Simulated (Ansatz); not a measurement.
I need a rigid scan of one bond length of GeH₄O₂Te, SMILES [OH][GeH]([OH])[TeH]. Use Ansatz's Python interface. Level of theory (for the species named): PBE0, def2-SVP basis, multiplicity 1.

```yaml
atoms:
  - { symbol: O, position_ang: [-0.1347, 1.0678, -1.3959] }
  - { symbol: Ge, position_ang: [0.2748, 0.2758, 0.1049] }
  - { symbol: O, position_ang: [2.0287, 0.1876, 0.2015] }
  - { symbol: Te, position_ang: [-0.6283, -2.0777, 0.1047] }
  - { symbol: H, position_ang: [-1.1713, 1.0988, -1.4200] }
  - { symbol: H, position_ang: [-0.2747, 1.0835, 1.3187] }
  - { symbol: H, position_ang: [2.2602, -0.2818, 1.0738] }
  - { symbol: H, position_ang: [-2.2626, -1.4112, -0.0436] }
```

Script `geh4o2te.py`:
```python
# -*- coding: utf-8 -*-
import ansatz as az
from ase import Atoms
import numpy as np


def main():
    atoms = Atoms(["O", "Ge", "O", "Te", "H", "H", "H", "H"], positions=[
        (-0.1347, 1.0678, -1.3959),
        (0.2748, 0.2758, 0.1049),
        (2.0287, 0.1876, 0.2015),
        (-0.6283, -2.0777, 0.1047),
        (-1.1713, 1.0988, -1.42),
        (-0.2747, 1.0835, 1.3187),
        (2.2602, -0.2818, 1.0738),
        (-2.2626, -1.4112, -0.0436),
    ])
    geh4o2te = az.Crystal.molecule_from_ase(atoms)

    symbols = [site.symbol for site in geh4o2te.cartesian_sites]
    start = np.array([site.position_ang for site in geh4o2te.cartesian_sites])
    axis = (start[4] - start[0]) / np.linalg.norm(start[4] - start[0])
    moving = [4]
    lengths, energies = [0.88, 0.95, 1.04, 1.14, 1.3, 1.56, 1.87, 2.28], []
    for length in lengths:
        xyz = start.copy()
        xyz[moving] += (length - np.linalg.norm(start[4] - start[0])) * axis
        point = az.Crystal.molecule()
        for symbol, xyz in zip(symbols, xyz):
            point = point.atom(symbol, xyz.tolist())
        calculation = (
            point.calculation()
            .basis(gaussian="def2-SVP")
            .functional("pbe0")
            .spin("collinear")
        )
        summary = calculation.run().report
        energies.append(summary["free_energy_ev"])
        print(f"r = {length:6.3f} A  E = {energies[-1]:.5f} eV  <S^2> = {abs(summary['mean_field']['state']['spin_squared']):.3f}")

    print("energy above the lowest point (eV):", [round(e - min(energies), 3) for e in energies])


if __name__ == "__main__":
    main()
```

Running `python geh4o2te.py` prints:
```text
r =  0.880 A  E = -67950.12926 eV  <S^2> = 0.000
r =  0.950 A  E = -67950.35693 eV  <S^2> = 0.000
r =  1.040 A  E = -67950.23925 eV  <S^2> = 0.000
r =  1.140 A  E = -67949.81292 eV  <S^2> = 0.000
r =  1.300 A  E = -67948.87010 eV  <S^2> = 0.000
r =  1.560 A  E = -67947.28714 eV  <S^2> = 0.000
r =  1.870 A  E = -67945.97464 eV  <S^2> = 0.498
r =  2.280 A  E = -67945.41881 eV  <S^2> = 0.889
energy above the lowest point (eV): [0.228, 0.0, 0.118, 0.544, 1.487, 3.07, 4.382, 4.938]
```

Notes:
- Total energies depend on the basis set; only differences at equal settings carry meaning.
- The rest of the molecule is held rigid at a force-field or estimated start geometry, and the basis set is modest; single-reference methods fail as a bond breaks.
- def2 sets replace the cores of elements past krypton by effective core potentials.
- The expectation value of S² is noticeably off S(S+1) in at least one run, so that state is spin-contaminated.
- Timing: 2.4 min on 1 thread of Intel(R) Xeon(R) Platinum 8375C CPU @ 2.90GHz (Ice Lake), with other jobs on the host, peak memory 0.5 GiB.

(A comment or docstring line of the script was reworded after the run, the code is as it ran; lines on the test bed's own set-up are left out of the output.)
